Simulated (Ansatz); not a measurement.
# CH2F2 + H4Si: molecular dynamics

Purpose: to follow the two partners and see whether they stay together, part or react. The start is relaxed first. Runs: 300 steps of 1 fs under a Nosé-Hoover thermostat at 700 K. SMILES of the start: [SiH4].FCF.

Method: RKS PBE0-D4/6-31G*, in Ansatz 0.2.0.

## 1. The structure to begin with

Bond lengths: Si1–H2 1.460 Å, Si1–H3 1.458 Å, Si1–H4 1.463 Å, Si1–H5 1.465 Å, F6–C7 1.344 Å, C7–F8 1.345 Å, C7–H9 1.099 Å, C7–H10 1.099 Å. Angles: H2–Si1–H3 110.4°, H2–Si1–H4 109.5°, H2–Si1–H5 108.8°, H3–Si1–H4 109.8°, H3–Si1–H5 109.7°, H4–Si1–H5 108.7°, F6–C7–F8 108.1°, F6–C7–H9 108.8°, F6–C7–H10 108.8°, F8–C7–H9 108.9°, F8–C7–H10 108.7°, H9–C7–H10 113.4°.

Coordinates:

```xyz
10

Si    0.0380    0.0459   -2.1723
H    -0.5274    0.6639   -3.3680
H     1.3297   -0.5585   -2.4745
H    -0.8810   -0.9763   -1.6701
H     0.2042    1.0750   -1.1425
F     0.6533   -1.1549    2.2266
C    -0.1026   -0.0467    2.1397
F     0.6244    0.9916    2.5906
H    -0.3554    0.1276    1.0847
H    -0.9834   -0.1676    2.7858
```

## 2. Relaxing the start

Contents of input.yaml:

```yaml
crystal:
  periodic: [false, false, false]
  atoms:
    - { symbol: Si, position_ang: [0.038, 0.0459, -2.1723] }
    - { symbol: H, position_ang: [-0.5274, 0.6639, -3.368] }
    - { symbol: H, position_ang: [1.3297, -0.5585, -2.4745] }
    - { symbol: H, position_ang: [-0.881, -0.9763, -1.6701] }
    - { symbol: H, position_ang: [0.2042, 1.075, -1.1425] }
    - { symbol: F, position_ang: [0.6533, -1.1549, 2.2266] }
    - { symbol: C, position_ang: [-0.1026, -0.0467, 2.1397] }
    - { symbol: F, position_ang: [0.6244, 0.9916, 2.5906] }
    - { symbol: H, position_ang: [-0.3554, 0.1276, 1.0847] }
    - { symbol: H, position_ang: [-0.9834, -0.1676, 2.7858] }
basis:
  gaussian: { orbitals: "6-31G*" }
hamiltonian:
  xc: pbe0
  dispersion: d4
relax:
  f_tol: 0.02
  max_steps: 40
scf:
  lower_state_search: "off"
output:
  orbitals: {}
```

Run with:

```console
$ ansatz run input.yaml --threads 1 --pin off --max-ram 2048MiB --backend cpu --events-out ev --progress --plain --runs-dir out
```

Output, shortened:

```text
Warning: RAYON_NUM_THREADS=1 ignored (pool sized by the plan → 1); use --threads N
[...]
Functional definition: PBE0
[...]
815 factors; integrals over basis functions are off by at most 6.5e-4 eV
[...]
mean field -14434.64341398 eV, -530.4633613110 hartree, gradient 5.7e-6 eV, S^2 0.000000; 0 other end points of the search recorded, 0 dependent functions left out
[...]
reference -14434.64343757 eV, -530.4633621781 hartree; 22, 22 occupied and 54, 54 virtual orbitals, 815 factors
relax step   1: F+E_penalty+E_count = -14434.72886379 eV  Δ(F+E_penalty+E_count) = +0.000e0 eV  max|allowed force component| = 5.130e-1 eV/Å  Δτ_max = 0.0000 Å  (12 SCF iters, accepted)
[...]
relax step   6: F+E_penalty+E_count = -14434.81460121 eV  Δ(F+E_penalty+E_count) = -2.208e-2 eV  max|allowed force component| = 4.182e-1 eV/Å  Δτ_max = 0.1948 Å  (17 SCF iters, accepted)
[...]
relax step  11: F+E_penalty+E_count = -14434.85566127 eV  Δ(F+E_penalty+E_count) = -2.460e-3 eV  max|allowed force component| = 4.159e-2 eV/Å  Δτ_max = 0.0572 Å  (18 SCF iters, accepted)
[...]
relax step  16: F+E_penalty+E_count = -14434.85947629 eV  Δ(F+E_penalty+E_count) = -4.315e-4 eV  max|allowed force component| = 2.308e-2 eV/Å  Δτ_max = 0.0412 Å  (18 SCF iters, accepted)
[...]
relax step  19: F+E_penalty+E_count = -14434.85987399 eV  Δ(F+E_penalty+E_count) = -7.101e-5 eV  max|allowed force component| = 2.366e-2 eV/Å  Δτ_max = 0.0202 Å  (19 SCF iters, accepted)
relax step  20: F+E_penalty+E_count = -14434.86000045 eV  Δ(F+E_penalty+E_count) = -1.265e-4 eV  max|allowed force component| = 1.959e-2 eV/Å  Δτ_max = 0.0430 Å  (18 SCF iters, accepted)
```

## 3. More of the same log: start relaxed

The log, continued, shortened:

```text
relax step  21: F+E_penalty+E_count = -14434.86000844 eV  Δ(F+E_penalty+E_count) = -7.994e-6 eV  max|allowed force component| = 6.263e-2 eV/Å  Δτ_max = 0.0600 Å  (18 SCF iters, accepted)
[...]
relax step  23: F+E_penalty+E_count = -14434.86038100 eV  Δ(F+E_penalty+E_count) = -2.018e-4 eV  max|allowed force component| = 1.013e-2 eV/Å  Δτ_max = 0.0193 Å  (18 SCF iters, accepted)
[...]
relax step  25: F+E_penalty+E_count = -14434.86115039 eV  Δ(F+E_penalty+E_count) = -2.387e-4 eV  max|allowed force component| = 1.031e-1 eV/Å  Δτ_max = 0.0487 Å  (18 SCF iters, accepted)
[...]
relax step  27: F+E_penalty+E_count = -14434.86278452 eV  Δ(F+E_penalty+E_count) = -1.104e-3 eV  max|allowed force component| = 5.477e-2 eV/Å  Δτ_max = 0.0757 Å  (17 SCF iters, accepted)
[...]
Atom 1 at     0.034000     0.566559    -3.297332 Å, force     0.002518    -0.001027    -0.000728 eV/Å
Atom 2 at     1.434675    -0.557700    -1.662768 Å, force    -0.000478     0.003844    -0.000302 eV/Å
Atom 3 at    -0.965535    -0.971912    -1.716831 Å, force     0.002297     0.000774    -0.002434 eV/Å
Atom 4 at    -0.123501     1.179115    -0.959879 Å, force    -0.002526    -0.002759    -0.001237 eV/Å
Atom 5 at     0.107261    -1.106287     1.149572 Å, force    -0.001044    -0.001259    -0.000347 eV/Å
Atom 6 at    -0.150071    -0.044919     1.953421 Å, force    -0.012041     0.000080     0.000422 eV/Å
Atom 7 at     0.796694     0.896643     1.751437 Å, force     0.002029    -0.001258    -0.001638 eV/Å
Atom 8 at    -1.128858     0.368382     1.688368 Å, force     0.010498     0.000260     0.005435 eV/Å
Atom 9 at    -0.104841    -0.379632     2.995405 Å, force     0.001082     0.002085    -0.003046 eV/Å
Dipole moment:    -0.258395     0.013573     0.303875 e Å
Checks for a lower state left out: stability, starts, cluster_reference, orbital_swaps, neighbouring_geometries, increment
```

It took 75 s on 1 thread of an Arm CPU, shared host; peak memory 0.14 GiB.

Step by step, one in 2:

| step | energy from step 1 (eV) | largest force component (eV/Å) |
| --- | --- | --- |
| 1 | 0.0000 | 0.5131 |
| 3 | -0.0412 | 0.0960 |
| 5 | -0.0637 | 0.5092 |
| 7 | -0.1022 | 0.3330 |
| 9 | -0.1196 | 0.2089 |
| 11 | -0.1268 | 0.0416 |
| 13 | -0.1281 | 0.0327 |
| 15 | -0.1302 | 0.0639 |
| 17 | -0.1308 | 0.0200 |
| 19 | -0.1310 | 0.0237 |
| 21 | -0.1311 | 0.0626 |
| 23 | -0.1315 | 0.0101 |
| 25 | -0.1323 | 0.1031 |
| 27 | -0.1339 | 0.0548 |
| 29x | -0.1307 | 0.3896 |
| 30 | -0.1344 | 0.0120 |

Step 1 is the start. 3 steps were tried and not accepted (marked x).

After: Bond lengths: Si1–H2 1.490 Å, Si1–H3 1.486 Å, Si1–H4 1.488 Å, Si1–H5 1.487 Å, F6–C7 1.356 Å, C7–F8 1.350 Å, C7–H9 1.095 Å, C7–H10 1.095 Å. Angles: H2–Si1–H3 109.4°, H2–Si1–H4 108.8°, H2–Si1–H5 108.8°, H3–Si1–H4 110.0°, H3–Si1–H5 110.1°, H4–Si1–H5 109.6°, F6–C7–F8 108.9°, F6–C7–H9 108.8°, F6–C7–H10 108.5°, F8–C7–H9 109.1°, F8–C7–H10 109.0°, H9–C7–H10 112.5°.

## 4. Dynamics

300 steps of 1 fs under a Nosé-Hoover thermostat at 700 K, from the relaxed start.

Contents of input.yaml:

```yaml
crystal:
  periodic: [false, false, false]
  atoms:
    - { symbol: Si, position_ang: [0.099977, 0.049751, -1.901393] }
    - { symbol: H, position_ang: [0.034, 0.566559, -3.297332] }
    - { symbol: H, position_ang: [1.434675, -0.5577, -1.662768] }
    - { symbol: H, position_ang: [-0.965535, -0.971912, -1.716831] }
    - { symbol: H, position_ang: [-0.123501, 1.179115, -0.959879] }
    - { symbol: F, position_ang: [0.107261, -1.106287, 1.149572] }
    - { symbol: C, position_ang: [-0.150071, -0.044919, 1.953421] }
    - { symbol: F, position_ang: [0.796694, 0.896643, 1.751437] }
    - { symbol: H, position_ang: [-1.128858, 0.368382, 1.688368] }
    - { symbol: H, position_ang: [-0.104841, -0.379632, 2.995405] }
basis:
  gaussian: { orbitals: "6-31G*" }
hamiltonian:
  xc: pbe0
  dispersion: d4
md:
  timestep: 1.0
  n_steps: 300
  ensemble: nvt_nose_hoover
  temperature: 700.0
  initial_velocities: maxwell_boltzmann
  seed: 279848
  nose_hoover: { tau: 300.0, chain_length: 3 }
scf:
  lower_state_search: "off"
```

Run with:

```console
$ ansatz run input.yaml --threads 1 --pin off --max-ram 2048MiB --backend cpu --events-out ev --progress --plain --runs-dir out
```

Output, shortened:

```text
Warning: RAYON_NUM_THREADS=1 ignored (pool sized by the plan → 1); use --threads N
[...]
Functional definition: PBE0
[...]
819 factors; integrals over basis functions are off by at most 7.1e-4 eV
[...]
mean field -14434.76046847 eV, -530.4676629840 hartree, gradient 1.2e-6 eV, S^2 0.000000; 0 other end points of the search recorded, 0 dependent functions left out
[...]
reference -14434.76049181 eV, -530.4676638420 hartree; 22, 22 occupied and 54, 54 virtual orbitals, 819 factors
md step     0: t =     0.00 fs  T =   700.0 K  F+E_penalty+E_count = -14434.86324994 eV  E_kin = 0.723856 eV  conserved = -14434.13939394 eV  (13 SCF iters)
[...]
md step    17: t =    17.00 fs  T =   516.6 K  F+E_penalty+E_count = -14434.66907044 eV  E_kin = 0.534178 eV  conserved = -14434.13548604 eV  (19 SCF iters, 3 dispersion substeps)
[...]
md step    34: t =    34.00 fs  T =   285.1 K  F+E_penalty+E_count = -14434.41481128 eV  E_kin = 0.294794 eV  conserved = -14434.12235380 eV  (19 SCF iters, 3 dispersion substeps)
[...]
md step    51: t =    51.00 fs  T =   297.1 K  F+E_penalty+E_count = -14434.42290575 eV  E_kin = 0.307206 eV  conserved = -14434.12074247 eV  (19 SCF iters, 3 dispersion substeps)
[...]
md step    68: t =    68.00 fs  T =   344.6 K  F+E_penalty+E_count = -14434.46778462 eV  E_kin = 0.356377 eV  conserved = -14434.12054473 eV  (19 SCF iters, 3 dispersion substeps)
md step    69: t =    69.00 fs  T =   360.3 K  F+E_penalty+E_count = -14434.48373125 eV  E_kin = 0.372629 eV  conserved = -14434.12050116 eV  (19 SCF iters, 3 dispersion substeps)
```

## 5. More of the same log: dynamics from the start

Output, continued, shortened:

```text
md step    70: t =    70.00 fs  T =   444.4 K  F+E_penalty+E_count = -14434.57406062 eV  E_kin = 0.459496 eV  conserved = -14434.12426592 eV  (19 SCF iters, 3 dispersion substeps)
[...]
md step    93: t =    93.00 fs  T =   405.4 K  F+E_penalty+E_count = -14434.53459807 eV  E_kin = 0.419253 eV  conserved = -14434.13281902 eV  (19 SCF iters, 3 dispersion substeps)
[...]
md step   116: t =   116.00 fs  T =   371.2 K  F+E_penalty+E_count = -14434.48016665 eV  E_kin = 0.383807 eV  conserved = -14434.12453282 eV  (19 SCF iters, 3 dispersion substeps)
[...]
md step   139: t =   139.00 fs  T =   402.2 K  F+E_penalty+E_count = -14434.49235042 eV  E_kin = 0.415903 eV  conserved = -14434.11710131 eV  (19 SCF iters, 3 dispersion substeps)
[...]
md step   160: t =   160.00 fs  T =   286.1 K  F+E_penalty+E_count = -14434.35480655 eV  E_kin = 0.295835 eV  conserved = -14434.11404765 eV  (19 SCF iters, 3 dispersion substeps)
md step   161: t =   161.00 fs  T =   273.7 K  F+E_penalty+E_count = -14434.34505909 eV  E_kin = 0.283078 eV  conserved = -14434.11755053 eV  (19 SCF iters, 3 dispersion substeps)
```

## 6. The output, continued: dynamics from the start

Output, continued, shortened:

```text
md step   162: t =   162.00 fs  T =   357.8 K  F+E_penalty+E_count = -14434.44187374 eV  E_kin = 0.370007 eV  conserved = -14434.12799767 eV  (19 SCF iters, 3 dispersion substeps)
[...]
md step   181: t =   181.00 fs  T =   554.8 K  F+E_penalty+E_count = -14434.62438320 eV  E_kin = 0.573735 eV  conserved = -14434.12166671 eV  (19 SCF iters, 3 dispersion substeps)
[...]
md step   200: t =   200.00 fs  T =   496.0 K  F+E_penalty+E_count = -14434.55225083 eV  E_kin = 0.512955 eV  conserved = -14434.12705225 eV  (19 SCF iters, 3 dispersion substeps)
[...]
md step   219: t =   219.00 fs  T =   225.8 K  F+E_penalty+E_count = -14434.24206886 eV  E_kin = 0.233526 eV  conserved = -14434.11430246 eV  (19 SCF iters, 3 dispersion substeps)
[...]
Atom 1 at     0.881922     0.530046    -3.465832 Å, force    -0.937916    -0.496618     1.471690 eV/Å
Atom 2 at     0.680196     1.166908    -1.113013 Å, force     0.123028     0.051181     0.363502 eV/Å
Atom 3 at     1.130477    -1.189515    -1.773514 Å, force    -0.333891     0.234143     0.247620 eV/Å
Atom 4 at    -1.159784    -0.162622    -1.929115 Å, force     0.424734    -0.049529    -0.197238 eV/Å
Atom 5 at    -0.702491    -0.846566     1.668054 Å, force    -0.331980    -0.360276     0.882964 eV/Å
Atom 6 at     0.585186    -0.424956     1.695743 Å, force    -1.550334     1.282973    -0.485798 eV/Å
Atom 7 at     0.571014     0.924665     1.676543 Å, force     0.029792     0.902015     0.932445 eV/Å
Atom 8 at     1.132688    -0.779790     2.560731 Å, force     0.097979    -0.354027     0.120819 eV/Å
Atom 9 at     0.890219    -0.611384     0.718668 Å, force     1.796706    -1.476787    -1.431722 eV/Å
Dipole moment:     0.240814    -0.215247     0.085223 e Å
Checks for a lower state left out: stability, starts, cluster_reference, orbital_swaps, neighbouring_geometries, increment
```

Wall time 11 min (1 thread of an Arm CPU, shared host); peak memory 0.25 GiB.

## 7. The trajectory

One step in 16; energies are changes from step 0:

| time (fs) | T (K) | potential energy change (meV/atom) | conserved energy change (meV/atom) | closest contact of the partners (Å) |
| --- | --- | --- | --- | --- |
| 0.0 | 700 | 0.0 | 0.00 | 2.88 |
| 16.0 | 515 | 20.1 | 0.98 | 2.86 |
| 32.0 | 445 | 27.2 | 0.64 | 2.83 |
| 48.0 | 235 | 50.3 | 1.81 | 2.93 |
| 64.0 | 267 | 46.7 | 1.14 | 2.84 |
| 80.0 | 251 | 49.9 | 2.17 | 2.96 |
| 96.0 | 411 | 33.7 | 1.94 | 2.93 |
| 112.0 | 401 | 35.4 | 1.91 | 2.87 |
| 128.0 | 480 | 28.2 | 1.97 | 2.88 |
| 144.0 | 267 | 51.4 | 2.25 | 2.77 |
| 160.0 | 286 | 50.8 | 2.53 | 2.94 |
| 176.0 | 154 | 65.5 | 2.40 | 2.90 |
| 192.0 | 489 | 31.5 | 1.64 | 2.94 |
| 208.0 | 352 | 47.4 | 1.89 | 2.74 |
| 224.0 | 621 | 20.9 | 1.50 | 2.75 |
| 240.0 | 324 | 53.9 | 2.23 | 2.38 |
| 256.0 | 365 | 51.5 | 2.35 | 2.50 |
| 272.0 | 231 | 67.2 | 2.52 | 2.29 |
| 288.0 | 351 | 56.7 | 2.52 | 2.51 |
| 300.0 | 368 | 55.4 | 1.40 | 2.56 |

time (fs), T (K) and a bar:
```
      0.0        700 ##############################
     13.0        379 ###########
     26.0        292 ######
     39.0        509 ###################
     52.0        318 ########
     65.0        428 ##############
     78.0        190 
     91.0        262 ####
    104.0        523 ####################
    117.0        266 ####
    130.0        398 ############
    143.0        375 ###########
    157.0        558 ######################
    170.0        574 #######################
    183.0        514 ###################
    196.0        362 ##########
    209.0        397 ############
    222.0        610 #########################
    235.0        492 ##################
    248.0        367 ##########
    261.0        287 ######
    274.0        464 ################
    287.0        296 ######
    300.0        368 ##########
```

Maxima of the velocity power spectrum (cm⁻¹, relative height; resolution about 220 cm⁻¹): 950 (27), 1200 (77), 1530 (52), 2250 (56), 3110 (53).

## 8. Positions and forces

Extended XYZ, with forces in eV/Å:

```xyz
10
time_fs=38.0 T=475 dE=0.2427
Si    0.126    0.024   -1.888   -0.366    0.101   -0.022
H     0.179    0.690   -3.220    0.026   -0.141   -0.103
H     1.461   -0.480   -1.526    0.287    0.053    0.098
H    -0.783   -1.168   -1.935   -0.001    0.265   -0.005
H    -0.368    1.077   -0.949    0.053   -0.239    0.005
F    -0.017   -1.024    1.065    0.936   -0.663    0.237
C     0.009   -0.121    2.088   -2.156   -0.196   -0.450
F     0.749    0.926    1.707    0.730    0.030    0.427
H    -1.057    0.208    2.043    0.607    0.100    1.165
H     0.337   -0.602    3.071   -0.116    0.691   -1.352
10
time_fs=75.0 T=384 dE=0.3480
Si    0.147    0.015   -1.887    0.750    0.270   -0.568
H     0.351    0.610   -3.278   -0.060   -0.442    0.445
H     1.493   -0.281   -1.283   -0.279    0.263   -0.097
H    -0.549   -1.288   -1.940   -0.279   -0.038   -0.098
H    -0.609    1.057   -1.167   -0.115   -0.017    0.294
F    -0.130   -0.987    1.049   -1.123    0.280   -0.100
C     0.095   -0.183    2.111    2.701    0.326   -1.494
F     0.720    0.955    1.695   -0.643    0.242   -0.295
H    -0.694    0.064    2.747   -2.249    0.308    0.368
H     0.837   -0.681    2.643    1.297   -1.191    1.546
10
time_fs=112.0 T=401 dE=0.3539
Si    0.179    0.021   -1.901   -0.233    0.051   -0.409
H     0.448    0.356   -3.342    0.004   -0.255    0.164
H     1.447    0.084   -1.162    0.287    0.208    0.195
H    -0.309   -1.387   -1.738   -0.144    0.298   -0.158
H    -0.803    1.070   -1.472    0.109   -0.303    0.185
F    -0.276   -0.938    1.092    0.300    0.010   -0.127
C     0.297   -0.249    2.114   -0.086   -1.966    2.062
F     0.655    0.961    1.671   -0.226    0.111    0.292
H    -0.550   -0.255    2.951    1.991    0.636   -1.451
H     1.268   -0.832    2.485   -2.001    1.210   -0.755
10
time_fs=150.0 T=401 dE=0.3759
Si    0.215    0.031   -1.924    1.059    0.321   -1.029
H     0.559    0.156   -3.441   -0.308   -0.171    1.025
H     1.454    0.472   -1.186   -0.335   -0.014   -0.098
H    -0.011   -1.386   -1.574   -0.238   -0.111   -0.037
H    -0.915    0.941   -1.648   -0.170   -0.046    0.150
F    -0.437   -0.923    1.190    0.931    0.291    0.206
C     0.492   -0.326    2.050   -3.661    1.409   -2.209
F     0.592    0.985    1.678    0.892   -0.893   -0.109
H    -0.026   -0.306    2.948   -0.511   -0.175    2.361
H     1.341   -0.918    2.032    2.340   -0.611   -0.260
10
time_fs=188.0 T=315 dE=0.4937
Si    0.261    0.037   -1.955    0.131    0.029    1.181
H     0.604    0.157   -3.329    0.160    0.110   -1.491
H     1.352    0.741   -1.232   -0.004   -0.026    0.204
H     0.297   -1.411   -1.612   -0.188    0.039    0.118
H    -1.022    0.721   -1.665   -0.108   -0.154    0.022
F    -0.543   -0.890    1.342   -1.052   -0.574    0.243
C     0.512   -0.364    1.925    4.691    0.507   -0.842
F     0.564    0.963    1.684   -1.173    1.248    0.628
H     0.689   -0.564    3.026   -1.097   -0.014   -1.018
H     1.477   -0.604    1.341   -1.360   -1.166    0.954
10
time_fs=225.0 T=555 dE=0.2780
Si    0.298    0.039   -1.964    0.746    0.417   -1.531
H     0.769    0.277   -3.467   -0.719   -0.188    1.339
H     1.187    0.929   -1.172    0.016   -0.141    0.192
H     0.581   -1.403   -1.702   -0.161    0.113    0.193
H    -1.110    0.449   -1.689    0.078   -0.196   -0.173
F    -0.632   -0.874    1.499   -0.393   -0.326   -0.446
C     0.591   -0.386    1.712    0.006    0.858    2.357
F     0.535    0.967    1.718    0.007    0.157   -0.598
H     0.941   -0.652    2.711   -0.259   -0.357    0.342
H     1.310   -0.748    1.035    0.679   -0.337   -1.675
10
time_fs=262.0 T=303 dE=0.5812
Si    0.324    0.046   -1.982    0.043    0.153    1.180
H     0.797    0.360   -3.279    0.210    0.403   -1.608
H     0.943    1.087   -1.102    0.017   -0.336    0.133
H     0.834   -1.330   -1.754   -0.074   -0.064    0.354
H    -1.133    0.158   -1.806   -0.255   -0.139   -0.121
F    -0.706   -0.884    1.617    1.585    0.839   -0.609
C     0.636   -0.386    1.606   -2.159   -1.603    1.070
F     0.549    0.979    1.716    0.592   -1.537   -0.646
H     0.990   -0.843    2.590    0.471    0.900   -1.478
H     1.104   -0.817    0.633   -0.430    1.384    1.725
10
time_fs=300.0 T=368 dE=0.5542
Si    0.328    0.062   -2.018    0.682    0.267   -1.904
H     0.882    0.530   -3.466   -0.938   -0.497    1.472
H     0.680    1.167   -1.113    0.123    0.051    0.363
H     1.131   -1.190   -1.774   -0.334    0.234    0.248
H    -1.160   -0.163   -1.929    0.425   -0.050   -0.197
F    -0.703   -0.847    1.668   -0.332   -0.360    0.883
C     0.585   -0.425    1.696   -1.550    1.283   -0.486
F     0.571    0.925    1.677    0.030    0.902    0.932
H     1.133   -0.780    2.561    0.098   -0.354    0.121
H     0.890   -0.611    0.719    1.797   -1.477   -1.432
```

## 9. Outcome

```
                              quantity                          value
               relaxation of the start       26 moves, 0.134 eV lower
                                length              300 steps of 1 fs
      temperature, first and last step                  700 and 368 K
              temperature, second half  mean 412 K, from 150 to 648 K
         potential energy, second half    +43 meV/atom from the start
largest change of the conserved energy                  3.00 meV/atom
                bonds formed or broken                              0
```

What this shows: Against a set 700 K the second half averages 412 K with a spread of 103 K; 43 meV/atom has gone into potential energy, and a thermostat that acts over some 300 fs has not made it up in 300 fs. The conserved energy strays from its start by at most 3.00 meV/atom, 7.3 % of the mean kinetic energy, which is poor: the step of 1 fs is too long for the fastest motion. The bonds all hold. The partners' closest contact goes from 2.88 to 2.56 Å; so short a run doesn't show whether they stay bound. Averages from a run of 300 fs with 10 atoms are rough. The nuclei move classically, without zero-point motion, which matters most for hydrogen.
